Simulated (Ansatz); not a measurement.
# Be3ZnSe4: the cost of one run

Method: DFT PBE, scalar-relativistic, plane waves, PAW, in Ansatz 0.2.0.

**1. Starting point**

The structure is orthorhombic, space group Pmm2 (No. 25). Conventional cell: a = 3.748 Å, b = 7.524 Å, c = 5.327 Å, α = 90.00°, β = 90.00°, γ = 90.00°. Around Be (site symmetry mm2) lie 4 Se at 2.23 to 2.28 Å. Be (site symmetry m) is surrounded by 4 Se at 2.25 to 2.28 Å. Around Zn (site symmetry mm2) lie 4 Se at 2.43 to 2.45 Å. Around Se (site symmetry m) lie 3 Be at 2.23 to 2.26 Å and 1 Zn at 2.45 Å. Around Se (site symmetry mm2) lie 2 Be at 2.25 Å and 2 Zn at 2.43 Å. Se (site symmetry mm2) is surrounded by 4 Be at 2.28 Å.

Coordinates:

```
Be Zn Se
1.0
     3.74769    0.00000    0.00000
     0.00000    7.52403    0.00000
     0.00000    0.00000    5.32747
Be Zn Se
3 1 4
Direct
  0.00000 0.50000 0.00309
  0.50000 0.74009 0.50017
  0.50000 0.25991 0.50017
  0.00000 0.00000 0.00066
  0.00000 0.26700 0.26283
  0.00000 0.73300 0.26283
  0.50000 0.00000 0.70999
  0.50000 0.50000 0.76025
```

It is the end of an earlier relaxation with the same method, from a generated guess; it is a trial structure. At a tolerance of 0.02 Å it has space group Pmm2 (No. 25); it has 18.78 Å³/atom, an uncorrected energy of -0.75 eV/atom over the elements.

**2. Static run: bands, density of states and charges**

Contents of input.yaml:

```yaml
crystal:
  lattice:
    - [3.7476949, 0.0, 0.0]
    - [0.0, 7.5240339, 0.0]
    - [0.0, 0.0, 5.3274729]
  atoms:
    - { symbol: Be, position: [0.0, 0.5, 0.003087] }
    - { symbol: Be, position: [0.5, 0.740088, 0.500172] }
    - { symbol: Be, position: [0.5, 0.259912, 0.500172] }
    - { symbol: Zn, position: [0.0, 0.0, 0.00066] }
    - { symbol: Se, position: [0.0, 0.266996, 0.262832] }
    - { symbol: Se, position: [0.0, 0.733004, 0.262832] }
    - { symbol: Se, position: [0.5, 0.0, 0.709991] }
    - { symbol: Se, position: [0.5, 0.5, 0.760254] }
basis:
  ecutwfc: 420
kpoints:
  mp_grid: { grid: [6, 4, 4] }
  band_path:
    path:
      - [[0.0, 0.0, 0.0], [0.5, 0.0, 0.0], [0.5, 0.5, 0.0], [0.0, 0.5, 0.0], [0.0, 0.0, 0.0], [0.0, 0.0, 0.5], [0.5, 0.0, 0.5], [0.5, 0.5, 0.5], [0.0, 0.5, 0.5], [0.0, 0.0, 0.5]]
      - [[0.5, 0.0, 0.0], [0.5, 0.0, 0.5]]
      - [[0.0, 0.5, 0.0], [0.0, 0.5, 0.5]]
      - [[0.5, 0.5, 0.0], [0.5, 0.5, 0.5]]
    npoints: 14
hamiltonian:
  xc: pbe
scf:
  occupations: { method: gaussian, width: 0.02 }
  n_extra_bands: 20
output:
  forces: true
  stress: true
  eigenvalues: true
  populations: true
  dos: { projected: true, de: 0.02, nscf_kmesh: { grid: [9, 6, 6] } }
  bader: true
  write_density: true
  write_potential: true
  elf: true
  volumetric_format: npy
```

Run with:

```sh
$ ansatz run input.yaml --threads 4 --pin off --max-ram 8192MiB --backend cpu --events-out ev --progress --plain --runs-dir out
```

What time and memory should one allow on 4 threads of Intel Xeon Platinum 8375C at 2.90GHz (Ice Lake), shared host?

About 60 s, with a peak of 1.2 GiB.
